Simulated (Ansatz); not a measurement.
Predict the output of the script below (Ansatz's Python interface).

`run_formation.py`
```python
"""Is SnSe2 bound against its elements, after relaxing cells and atoms."""

from collections import Counter
import warnings

import ansatz as az
import numpy as np

PHASES = {
    "SnSe2": (
        [(3.811, 0.0, 0.0), (-1.9055, 3.30042281, 0.0), (0.0, 0.0, 6.136)],
        [
            ("Sn", (0.0, 0.0, 0.0)),
            ("Se", (1 / 3, 2 / 3, 0.249)),
            ("Se", (2 / 3, 1 / 3, 0.751)),
        ],
    ),
    "Sn": (
        [(0.0, 3.2333428, 3.2333428), (3.2333428, 0.0, 3.2333428), (3.2333428, 3.2333428, 0.0)],
        [
            ("Sn", (0.0, 0.0, 0.0)),
            ("Sn", (0.25, 0.25, 0.25)),
        ],
    ),
    "Se": (
        [(4.3662, 0.0, 0.0), (-2.1831, 3.78124012, 0.0), (0.0, 0.0, 4.9536)],
        [
            ("Se", (0.2254, 0.0, 1 / 3)),
            ("Se", (0.0, 0.2254, 2 / 3)),
            ("Se", (0.7746, 0.7746, 0.0)),
        ],
    ),
}


def build(vectors, sites):
    crystal = az.Crystal(lattice=az.Lattice.of(vectors))
    for symbol, position in sites:
        crystal = crystal.atom(symbol, position)
    return crystal


def ground_state(name, crystal):
    calc = (
        crystal.calculation()
        .functional("pbe")
        .basis(17 * az.Ha)
        .kpoints(spacing=0.16)
        .occupations("fermi_dirac", width=0.05)
        .stress()
    )
    calc = calc.relax(force_tolerance=0.02, cell=True)
    return calc.run(threads=1, backend="cpu")


def counts(outcome):
    return Counter(site.symbol for site in outcome.lattice.sites)

def formation_energy(outcome, mu):
    n = counts(outcome)
    return (outcome.report["energy_sigma0_ev"] - sum(k * mu[element] for element, k in n.items())) / sum(n.values())


def volume_per_atom(outcome):
    return abs(np.linalg.det(outcome.lattice.cell_ang)) / len(outcome.lattice.sites)

warnings.simplefilter("ignore", az.DeckWarning)

phases = {name: build(*cell) for name, cell in PHASES.items()}

done = {}
for name, crystal in phases.items():
    done[name] = ground_state(name, crystal)
    print(f"{name}: {done[name].report['energy_sigma0_ev']:.4f} eV, {len(done[name].lattice.sites)} atoms")

# energy of one atom in its reference phase
references = {"Sn": "Sn", "Se": "Se"}
mu = {element: done[name].report["energy_sigma0_ev"] / len(done[name].lattice.sites) for element, name in references.items()}

target = done["SnSe2"]
heat = formation_energy(target, mu)
n = counts(target)
print("cell content:", dict(n), " volume", round(volume_per_atom(target), 3), "A^3/atom")
print("formation energy", round(heat, 4), "eV/atom,", round(heat * sum(n.values()), 4), "eV per cell")
print("bound against the elements" if heat < 0 else "unbound against the elements")
```

`python run_formation.py` gives:
```text
SnSe2: -16963.3991 eV, 3 atoms
Sn: -12048.4252 eV, 2 atoms
Se: -16407.2383 eV, 3 atoms
cell content: {<Element.SN: 'Sn'>: 1, <Element.SE: 'Se'>: 2}  volume 30.01 A^3/atom
formation energy -0.3425 eV/atom, -1.0276 eV per cell
bound against the elements
```

Reading the output:
- Total energies depend on the potentials; only differences at equal settings carry meaning.
- The cells come from databases of deposited and of computed structures, and not all need be stable phases.
- The compound is the structure given, not necessarily its lowest; energies are at zero temperature, with no correction for gases. A semilocal functional's error on such energies is often 0.05 to 0.1 eV an atom, and 0.1 to 0.3 eV against gases such as O2 or F2.
- Hardware and time: 2.2 min on 1 thread of Intel(R) Xeon(R) 6975P-C (Granite Rapids), with other jobs on the host, peak memory 0.64 GiB.
